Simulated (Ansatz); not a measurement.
**BrH3HfO3: basis-set convergence**

An exercise on one series of results from a longer session: the logs are not shown, and one member is left open.

The runs use Ansatz 0.2.0, Gaussian basis; one geometry, several basis sets.

Plan: PBE0-D4/def2-SVP; ωB97M-V/def2-SVP; PBE0-D4/def2-QZVPP; ωB97M-V/def2-QZVPP; the functionals' def2-TZVPP values are taken from earlier runs.

## The relaxed structure

The geometry comes from an earlier relaxation with PBE0-D4 in a triple-zeta def2 set; it is a stationary point, not always the lowest conformer. Hf takes the def2 core potential; no spin-orbit term is included.

SMILES `[OH][Hf]([OH])([OH])[Br]`, 8 atoms, charge 0, spin multiplicity 1.

Atoms are counted from 1 here; the program's logs count them from 0.

Bond lengths: O1–Hf2 1.914 Å, O1–H6 0.952 Å, Hf2–O3 1.914 Å, Hf2–O4 1.914 Å, Hf2–Br5 2.539 Å, O3–H7 0.952 Å, O4–H8 0.952 Å. Angles: Hf2–O1–H6 159.9°, O1–Hf2–O3 109.9°, O1–Hf2–O4 109.9°, O1–Hf2–Br5 109.1°, O3–Hf2–O4 109.9°, O3–Hf2–Br5 109.1°, O4–Hf2–Br5 109.1°, Hf2–O3–H7 159.9°, Hf2–O4–H8 159.9°.

Set-up of the first run:

in.yaml

```yaml
crystal:
  periodic: [false, false, false]
  atoms:
    - {symbol: O, position_ang: [1.142063, 0.189984, 1.426281]}
    - {symbol: Hf, position_ang: [0.200251, 0.013169, -0.230532]}
    - {symbol: O, position_ang: [-0.707602, -1.670873, -0.286495]}
    - {symbol: O, position_ang: [-1.062293, 1.439537, -0.416847]}
    - {symbol: Br, position_ang: [1.863599, 0.122453, -2.145766]}
    - {symbol: H, position_ang: [1.506974, -0.037240, 2.275193]}
    - {symbol: H, position_ang: [-1.411006, -2.303579, -0.388205]}
    - {symbol: H, position_ang: [-1.531975, 2.246550, -0.233618]}
basis:
  gaussian: {orbitals: def2-SVP}
hamiltonian: {xc: pbe0, dispersion: d4}
output: {orbitals: {seedname: orbitals}}
```

Run with:

```console
$ ansatz run in.yaml --threads 4 --pin off --events-out ev --progress --plain --max-ram 10444MiB
```

Steps of the session up to this table: PBE0-D4 in def2-SVP; ωB97M-V in def2-SVP; PBE0-D4 in def2-QZVPP; ωB97M-V in def2-QZVPP.

One table of the session follows, with a row left open; its other results are not shown here.

It belongs to the step «Functionals by basis». 

| functional | basis | HOMO (eV) |
| --- | --- | --- |
| PBE0-D4 | def2-SVP | -7.87 |
| PBE0-D4 | def2-TZVPP | -8.02 |
| PBE0-D4 | def2-QZVPP | ? |
| ωB97M-V | def2-SVP | -10.06 |
| ωB97M-V | def2-TZVPP | -10.24 |
| ωB97M-V | def2-QZVPP | -10.28 |

Estimate the missing values for PBE0-D4, def2-QZVPP.

**Answer.** HOMO (eV): -8.06. In the column «HOMO (eV)» it lies between ωB97M-V, def2-SVP (-10.06) and PBE0-D4, def2-TZVPP (-8.02).
